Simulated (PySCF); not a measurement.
# C7H10O2: the cost of one run

Computed with PySCF 2.14.0 and routines of our own; the level stands in each step. Atoms count from 0.

## Step 1: The system as given

19 atoms, charge 0, multiplicity 1; geometry from: GFN2-xTB.

## Step 2: Magnetic properties: GIAO PBE/pcSseg-1

Job settings and geometry (Å):

```
{"job": {"kind": "mag", "xc": "PBE", "basis": "pcSseg-1", "isotopologues": 0}, "charge": 0, "multiplicity": 1}
C      3.219652     1.548454     0.452122
C      2.094161     0.867575     0.252878
C      2.046746    -0.439725    -0.351015
C      0.922674    -1.138934    -0.559586
O     -0.296513    -0.672624    -0.216692
C     -1.385865    -1.463345    -0.468200
C     -2.649260    -1.145569    -0.185771
O     -3.187735    -0.042365     0.384932
C     -2.315655     0.996165     0.778200
H      3.223196     2.524152     0.905655
H      4.177915     1.147341     0.165207
H      1.141607     1.286557     0.548060
H      2.981958    -0.883993    -0.654963
H      0.944863    -2.122743    -1.019618
H     -1.179990    -2.419694    -0.934078
H     -3.425466    -1.854296    -0.433259
H     -2.950837     1.770137     1.206593
H     -1.601032     0.650969     1.529122
H     -1.770225     1.401188    -0.077438
```

Method: GIAO PBE/pcSseg-1 magnetisability, rotational g tensor and spin-rotation constants, non-relativistic, gas phase.

The run is started by

```sh
$ OMP_NUM_THREADS=1 python excited_run.py task.json out
```

This one command runs all jobs of the session in turn.

**Question.** How long does this first job take on 1 thread of Arm Neoverse N1, shared host, and how much memory does it need?

About 1.7 min, with a peak of 0.7 GiB.
